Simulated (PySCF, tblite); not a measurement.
**C₅H₈O₃: geometry, infrared bands and NMR shifts**

What infrared bands and NMR shifts should C₅H₈O₃ (`C=COCOC(C)=O`) show?

Programs: tblite 0.8.0 and PySCF 2.14.0, with density-fitted response routines of our own. Each step states its level of theory. These are calculated values for one molecule in the gas phase, unless marked as measured. Atoms are numbered from 0 throughout.

### Step 1. The starting structure

16 atoms, charge 0, multiplicity 1; geometry from: force field or distance geometry start.

Bonds of the start (Å): C0–C1 1.32, C1–O2 1.38, O2–C3 1.43, C3–O4 1.42, O4–C5 1.37, C5–C6 1.46, C5–O7 1.28, C0–H8 1.09, C0–H9 1.09, C1–H10 1.10, C3–H11 1.12, C3–H12 1.09, C6–H13 1.12, C6–H14 1.14, C6–H15 1.11.

### Step 2. Relaxing the molecule with GFN2-xTB

The job: settings as JSON, then the geometry in Å.

```
{"job": {"kind": "relax", "xc": "GFN2-xTB", "basis": "xTB"}, "charge": 0, "multiplicity": 1}
C      2.921000     0.620900    -0.871700
C      2.470300    -0.046900     0.171600
O      1.149900    -0.079500     0.574700
C      0.333800    -1.000900    -0.147500
O     -1.006700    -0.989400     0.307300
C     -1.740000     0.165400     0.203400
C     -3.133900     0.347800     0.614900
O     -1.139800     1.188900    -0.281600
H      3.980600     0.611200    -1.140600
H      2.267500     1.210400    -1.509800
H      3.201100    -0.615400     0.764000
H      0.808600    -2.008100    -0.018400
H      0.390400    -0.702400    -1.197500
H     -3.741300     0.864300    -0.165700
H     -3.131200     1.027000     1.526500
H     -3.638100    -0.584300     0.961400
```

The run is started by

```bash
$ OMP_NUM_THREADS=1 python probes_run.py task.json out
```

The driver reads the jobs from task.json and runs them one after another.

**Question.** This job is followed by: GFN2-xTB harmonic vibrations, gas phase; GIAO PBE0/pcSseg-1 NMR shielding, non-relativistic, gas phase. Predict these results of the whole session: strongest single infrared mode (GFN2-xTB); zero-point energy (GFN2-xTB); 13C shifts against TMS (PBE0/pcSseg-1); 1H shifts against TMS (PBE0/pcSseg-1, means over atoms taken as alike); 17O shifts against H2O (PBE0/pcSseg-1).

The runs gave:

```
                                                              quantity                               value
                             strongest single infrared mode (GFN2-xTB)               1789 cm⁻¹, 440 km/mol
                                          zero-point energy (GFN2-xTB)                       77.6 kcal/mol
                                13C shifts against TMS (PBE0/pcSseg-1)  176.4, 156.2, 92.7, 83.8, 23.1 ppm
1H shifts against TMS (PBE0/pcSseg-1, means over atoms taken as alike)    6.52, 5.99, 4.84, 4.35, 2.15 ppm
                                17O shifts against H2O (PBE0/pcSseg-1)             436.1, 231.3, 154.9 ppm
```

**Reading.** Relaxing lowered the energy by 1.120 eV in 149 steps; the close pair that moved most is C5–O7, from 1.282 to 1.201 Å. The lowest mode is slightly imaginary (20i cm⁻¹), a soft motion within the noise of the Hessian, so the minimum is not strictly shown. The strongest single mode, at 1789 cm⁻¹, moves mainly C5 and O7. Unscaled tight-binding wavenumbers are off by several per cent, some by more. Its intensities can rank the bands wrongly. The most deshielded carbon is C5 (ester carbonyl carbon), at 176.4 ppm: it is a carbonyl in resonance with an O or N lone pair, the region of acids, esters and amides. H10 (hydrogen on an alkene carbon bearing oxygen) lies farthest downfield among hydrogen, at 6.52 ppm; olefinic region. At PBE0/pcSseg-1: Shielding is most anisotropic at O7 (span 691 ppm, paramagnetic term -504 ppm).
